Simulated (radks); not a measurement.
# The first electron to leave Pr⁵⁺

Pr⁵⁺ stands in [Xe]. From which sub-shell is an electron easiest to take? Each removal is a run of its own. The parent's configuration is the lowest that an earlier search found at this level.

The numbers are computed with radks (a radial shooting solver on a logarithmic mesh, Libxc functionals) version 1 (scalar-relativistic Kohn-Sham, LDA (Slater exchange, Perdew-Wang correlation), spin-polarised, spherical densities, finite nucleus; open shells are filled with parallel spins first), except any that are marked as measured or tabulated.

5 further runs of the same task are left out: 5 set aside as unsound or not needed.

### Step 1. Starting point

| Quantity | Value |
| --- | --- |
| element | praseodymium (Z = 59) |
| charge | +5 |
| electrons | 54 |
| configuration | [Xe] |
| nuclear rms radius | 4.8919 fm |

Outer shells as boxes (Hund's rule):

Pr⁵⁺
```
[Kr] core
4d [↑↓][↑↓][↑↓][↑↓][↑↓]
5s [↑↓]
5p [↑↓][↑↓][↑↓]
```

### Step 2. The parent, Pr⁵⁺

From an earlier run at this level the parent has E = -9225.093343 hartree and these outer levels (eV):

```
level  occupation  energy (eV)
   3s           2      -1528.2
   3p           6      -1305.1
   3d          10      -990.81
   4s           2      -363.02
   4p           6      -289.32
   4d          10      -183.61
   5s           2      -97.777
   5p           6      -76.978
```

### Step 3. Remove 5p: [Kr] 4d10 5s2 5p5

Settings of this run:

```text
Z 59
configuration [Kr] 4d10 5s2 5p5
relativity scalar-relativistic
functional lda,pw
spin polarised
nucleus finite rms 4.8919 fm
c 137.035999084
```

### Step 4. Remove 5s: [Kr] 4d10 5s1 5p6

Settings of this run:

```text
Z 59
configuration [Kr] 4d10 5s1 5p6
relativity scalar-relativistic
functional lda,pw
spin polarised
nucleus finite rms 4.8919 fm
c 137.035999084
```

### Step 5. Remove 4d: [Kr] 4d9 5s2 5p6

Settings of this run:

```text
Z 59
configuration [Kr] 4d9 5s2 5p6
relativity scalar-relativistic
functional lda,pw
spin polarised
nucleus finite rms 4.8919 fm
c 137.035999084
```

### Step 6. Remove 4p: [Ar] 3d10 4s2 4p5 4d10 5s2 5p6

Settings of this run:

```text
Z 59
configuration [Ar] 3d10 4s2 4p5 4d10 5s2 5p6
relativity scalar-relativistic
functional lda,pw
spin polarised
nucleus finite rms 4.8919 fm
c 137.035999084
```

Before running it: what results should come out? Wanted: for each run, case; final configuration; Δ-SCF; −ε of the level emptied.

As calculated:

```
     case             final configuration  Δ-SCF (eV)  −ε of the level emptied (eV)
remove 5p               [Kr] 4d10 5s2 5p5      83.794                        76.978
remove 5s               [Kr] 4d10 5s1 5p6      105.23                        97.777
remove 4d                [Kr] 4d9 5s2 5p6      196.07                        183.61
remove 4p  [Ar] 3d10 4s2 4p5 4d10 5s2 5p6      302.43                        289.32
```

In words: Removal from 5p costs least (83.794 eV), ahead of 5s (105.23 eV). 5p is also the highest occupied level of the parent. NIST lists 82 eV (theoretical); its ground configuration differs from the one found lowest here for the ion. Open shells are spherical and high-spin; term and fine-structure splittings are not resolved. Spin-orbit splitting is averaged out at the scalar-relativistic level.
